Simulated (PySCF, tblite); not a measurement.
# C9H13P: geometry, infrared bands and NMR shifts

Wanted: the infrared bands and NMR shifts of C9H13P (`CP(C)Cc1ccccc1`), by calculation.

The runs use tblite 0.8.0 and PySCF 2.14.0, with density-fitted response routines of our own; the level of theory stands in each step. All values are computed, except where a source is named. Atoms count from 0, in the outputs and in this text.

**1. The starting structure**

23 atoms, charge 0, multiplicity 1; geometry from: force field or distance geometry start.

Bonds of the start (Å): C0–P1 1.82, P1–C2 1.82, P1–C3 1.83, C3–C4 1.51, C4–C5 1.40, C5–C6 1.40, C6–C7 1.39, C7–C8 1.39, C8–C9 1.40, C9–C4 1.41, C0–H10 1.08, C0–H11 1.10, C0–H12 1.09, C2–H13 1.09, C2–H14 1.08, C2–H15 1.09, C3–H16 1.08, C3–H17 1.11, C5–H18 1.09, C6–H19 1.10, C7–H20 1.08, C8–H21 1.09, C9–H22 1.08.

**2. Optimising the geometry with GFN2-xTB**

The job: settings as JSON, then the geometry in Å.

```
{"job": {"kind": "relax", "xc": "GFN2-xTB", "basis": "xTB"}, "charge": 0, "multiplicity": 1}
C     -1.874300     1.428300     0.497500
P     -1.645400    -0.348100     0.836900
C     -3.252600    -1.001000     0.282500
C     -0.598400    -0.859400    -0.576700
C      0.791100    -0.396400    -0.222500
C      1.603900    -1.120700     0.651800
C      2.906400    -0.688100     0.939700
C      3.414300     0.468000     0.351600
C      2.620700     1.185600    -0.538300
C      1.314000     0.760400    -0.825000
H     -0.974200     1.996100     0.705400
H     -2.678700     1.832200     1.137800
H     -2.170500     1.608600    -0.533800
H     -4.056600    -0.659600     0.942600
H     -3.262600    -2.082700     0.286400
H     -3.501000    -0.661000    -0.722800
H     -0.942000    -0.438200    -1.513300
H     -0.599000    -1.961900    -0.685100
H      1.230200    -2.019900     1.135500
H      3.527000    -1.256900     1.642000
H      4.413600     0.803500     0.578400
H      3.006800     2.091000    -1.005000
H      0.722400     1.347300    -1.514200
```

Command:

```
$ OMP_NUM_THREADS=1 python probes_run.py task.json out
```

This one command runs all jobs of the session in turn.

**Question.** This job is followed by: GFN2-xTB harmonic vibrations, gas phase; GIAO PBE0/pcSseg-1 NMR shielding, non-relativistic, gas phase. What will the session give for the following? strongest single infrared mode (GFN2-xTB); zero-point energy (GFN2-xTB); 13C shifts against TMS (PBE0/pcSseg-1, means over atoms taken as alike); 1H shifts against TMS (PBE0/pcSseg-1, means over atoms taken as alike); 31P shifts against H3PO4 (PBE0/pcSseg-1).

As calculated:

```
                                                               quantity                                       value
                              strongest single infrared mode (GFN2-xTB)                       3080 cm⁻¹, 104 km/mol
                                           zero-point energy (GFN2-xTB)                              118.9 kcal/mol
13C shifts against TMS (PBE0/pcSseg-1, means over atoms taken as alike)  144.0, 134.5, 133.9, 131.2, 47.2, 18.2 ppm
 1H shifts against TMS (PBE0/pcSseg-1, means over atoms taken as alike)            7.56, 7.50, 7.45, 2.72, 0.91 ppm
                               31P shifts against H3PO4 (PBE0/pcSseg-1)                                   -58.6 ppm
```

The optimisation took 94 steps and gained 0.170 eV; among the close pairs (by a distance rule), P1–C3 changed most, from 1.832 to 1.875 Å. No mode is imaginary among the 63: a minimum at this level. The strongest single mode, at 3080 cm⁻¹, is carried by H19, H21, H18. Unscaled tight-binding wavenumbers are off by several per cent, some by more. Its intensities can rank the bands wrongly. NICS(1)zz of -28 ppm above the planar ring from C4 marks a diatropic (aromatic) ring current.
